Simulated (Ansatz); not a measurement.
Predict the output of the script below (the Python package of Ansatz (0.2.0)).

The script, `run_ecut.py`:
```python
# -*- coding: utf-8 -*-
"""Convergence of ZnS with the plane-wave cutoff."""

import warnings

import ansatz as az
from ase import Atoms
from tabulate import tabulate

SMEARING = "fixed"
XC = "PBE"
BETA = 0.2
MAX_ITERATIONS = 200
KMESH = (7, 7, 4)

warnings.simplefilter("ignore", az.DeckWarning)

atoms = Atoms(
    ["Zn", "Zn", "S", "S"],
    scaled_positions=[
        (1 / 3, 2 / 3, 0.0),
        (2 / 3, 1 / 3, 0.5),
        (1 / 3, 2 / 3, 0.385),
        (2 / 3, 1 / 3, 0.885),
    ],
    cell=[
        (3.811, 0.0, 0.0),
        (-1.9055, 3.30042, 0.0),
        (0.0, 0.0, 6.234),
    ],
    pbc=True,
)
structure = az.Crystal.from_ase(atoms)

setup = (
    structure.calculation()
    .hubbard("Zn", "d", u_eff=4.5)
    .occupations(SMEARING)
    .functional(XC)
    .mixing("anderson", ndim=4, beta=BETA)
    .scf(max_iterations=MAX_ITERATIONS)
    .kpoints(*KMESH, center="monkhorst-pack")
    .forces()
    .stress()
)

rows = []
for value in [300, 400, 500, 600, 700, 800]:
    data = setup.basis(value).run().report
    rows.append((value, data["free_energy_ev"] / len(data["lattice"]["sites"]), data["n_iterations"], sum(data["stress_gpa"][i][i] for i in range(3)) / 3, max(abs(f) for row in data["forces_ev_ang"] for f in row), data["n_pw"]))

print(tabulate(rows, headers=["cutoff (eV)", "F/atom (eV)", "iterations", "P (GPa)", "max component (eV/A)", "plane waves"], floatfmt=".4f", tablefmt="grid"))

# the last row is the reference
for row in rows[:-1]:
    shift = 1000 * (row[1] - rows[-1][1])
    print(f"{row[0]}: {shift:+.2f} meV/atom" + ("  (within 1 meV)" if abs(shift) < 1 else ""))
```

```console
$ python run_ecut.py
+---------------+---------------+--------------+-----------+------------------------+---------------+
|   cutoff (eV) |   F/atom (eV) |   iterations |   P (GPa) |   max component (eV/A) |   plane waves |
+===============+===============+==============+===========+========================+===============+
|           300 |    -2111.2679 |           17 |    3.1717 |                 0.3368 |           941 |
+---------------+---------------+--------------+-----------+------------------------+---------------+
|           400 |    -2111.3293 |           24 |    2.9400 |                 0.3375 |          1389 |
+---------------+---------------+--------------+-----------+------------------------+---------------+
|           500 |    -2111.3314 |           17 |    2.9185 |                 0.3373 |          1973 |
+---------------+---------------+--------------+-----------+------------------------+---------------+
|           600 |    -2111.3317 |           20 |    2.9164 |                 0.3374 |          2623 |
+---------------+---------------+--------------+-----------+------------------------+---------------+
|           700 |    -2111.3317 |           18 |    2.9163 |                 0.3374 |          3309 |
+---------------+---------------+--------------+-----------+------------------------+---------------+
|           800 |    -2111.3317 |           17 |    2.9162 |                 0.3374 |          3995 |
+---------------+---------------+--------------+-----------+------------------------+---------------+
300: +63.83 meV/atom
400: +2.42 meV/atom
500: +0.30 meV/atom  (within 1 meV)
600: +0.05 meV/atom  (within 1 meV)
700: +0.01 meV/atom  (within 1 meV)
```

From 500 eV on it stays within 1 meV an atom of the value at 800 eV; the first row (300 eV) is off by 63.8 meV and the last but one by 0.01 meV. The energy falls steadily, as expected when plane waves are added. The pressure moves from 3.17 to 2.92 GPa (the program's stress holds a Pulay correction, so it settles early). The last run costs about 2.2 times the first.

Caveats:
- U, its shell and the double counting are chosen to explore, and aren't derived for this compound.
- Pressure is positive in compression.
- The structure is a deposited one; some such entries were measured under pressure or heat, so a shift against it needn't be the functional's error alone.
- Shifts are counted from the last row, which is itself no proven limit.
- The script silences the warnings on its input, which a real study should read.
- It ran for 33 s on 1 thread of Intel(R) Xeon(R) Processor @ 2.30GHz, with other jobs on the host, peak memory 0.6 GiB.
